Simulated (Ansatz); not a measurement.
# TiC (rocksalt type): how the settings move a single-point run

Aim: see which settings change the result for TiC (rocksalt type), by how much, and at what cost.

Computed with Ansatz 0.2.0 (reference: DFT, PBE, all-electron LAPW, scalar-relativistic, unless a step's input says otherwise).

**1. The structure to begin with**

The structure is cubic, space group Fm-3m (No. 225). The conventional cell has a = 4.333 Å, b = 4.333 Å, c = 4.333 Å, α = 90.00°, β = 90.00°, γ = 90.00°. Around Ti (site symmetry m-3m) lie 6 C at 2.17 Å. Around C (site symmetry m-3m) lie 6 Ti at 2.17 Å.

As a file:

```cif
data_structure
_symmetry_space_group_name_H-M 'P 1'
_symmetry_Int_Tables_number 1
_cell_length_a 3.0637
_cell_length_b 3.0637
_cell_length_c 3.0637
_cell_angle_alpha 60.000
_cell_angle_beta 60.000
_cell_angle_gamma 60.000
_cell_volume 20.33
loop_
_atom_site_label
_atom_site_type_symbol
_atom_site_fract_x
_atom_site_fract_y
_atom_site_fract_z
_atom_site_occupancy
Ti1 Ti 0.00000 0.00000 0.00000 1
C1 C 0.50000 0.50000 0.50000 1
```

**2. The reference run**

Input file input.yaml:

```yaml
crystal:
  lattice:
    - [0.0, 2.1663328179, 2.1663328179]
    - [2.1663328179, 0.0, 2.1663328179]
    - [2.1663328179, 2.1663328179, 0.0]
  atoms:
    - { symbol: Ti, position: [0.0, 0.0, 0.0] }
    - { symbol: C, position: [0.5, 0.5, 0.5] }
kpoints:
  mp_grid: { grid: [15, 15, 15] }
  band_path:
    path:
      - [0.0, 0.0, 0.0]
      - [0.5, 0.0, 0.5]
      - [0.625, 0.25, 0.625]
      - [0.375, 0.375, 0.75]
      - [0.0, 0.0, 0.0]
      - [0.5, 0.5, 0.5]
      - [0.5, 0.25, 0.75]
      - [0.5, 0.0, 0.5]
    npoints: 14
scf:
  occupations: { method: fermi_dirac, width: 0.05 }
hamiltonian:
  xc: pbe
  pseudopotentials: { kind: all_electron, lapw: { basis_error: 0.001 } }
output:
  forces: true
  stress: true
  eigenvalues: true
  populations: true
  dos: { projected: true, de: 0.2, e_range: [-14, 8] }
```

Command:

```sh
ansatz run input.yaml --threads 1 --pin off --max-ram 2048MiB --backend cpu --events-out ev --progress --plain --runs-dir out
```

**3. Changed: occupations.width 0.025, preconditioner none, spin_polarized true**

Edit input.yaml of step 2 so:

```diff
@@ -22,3 +22,4 @@
 scf:
-  occupations: { method: fermi_dirac, width: 0.05 }
+  occupations: { method: fermi_dirac, width: 0.025 }
+  mixing: { preconditioner: none }
 hamiltonian:
@@ -31,2 +32,3 @@
   populations: true
-  dos: { projected: true, de: 0.2, e_range: [-14, 8] }
+magnetization:
+  spin_polarized: true
```

Before running it: what results should come out? Wanted: for each run, ending; energy change; pressure; gap; force.

**Answer**, as computed:

```csv
run,ending,energy change,pressure (GPa),gap (eV),force (eV/Å),cycles,time
reference,converged,0,0.0,0.00,0.00,9,16 s
"1: occupations.width 0.025, preconditioner none, spin_polarized true",converged,+0.1 meV/atom (σ→0),0.0,0.00,0.00,11,33 s
```

Times don't compare one to one where runs were asked for different outputs or read a saved state (see the inputs); cycles may leave out searches for a lower state.

Residual by cycle in the longest SCF loop of each run; runs are numbered as in the table. The quantity is the density residual dr2, in eV.

```csv
cycle,reference,run 1
1,6.34,6.35
2,0.641,0.619
3,0.0723,0.39
4,0.0168,0.196
5,1.9e-4,0.00739
6,6.4e-7,0.011
7,5.4e-7,0.00173
8,6.1e-8,1.6e-4
9,8.6e-12,3.8e-6
10,-,2.7e-8
11,-,8.7e-11
```

**Reading.** With the changed smearing, mixing and spin polarisation the energy stays within 0.5 meV/atom: no moment was seeded, so none could form, and both runs end non-magnetic.
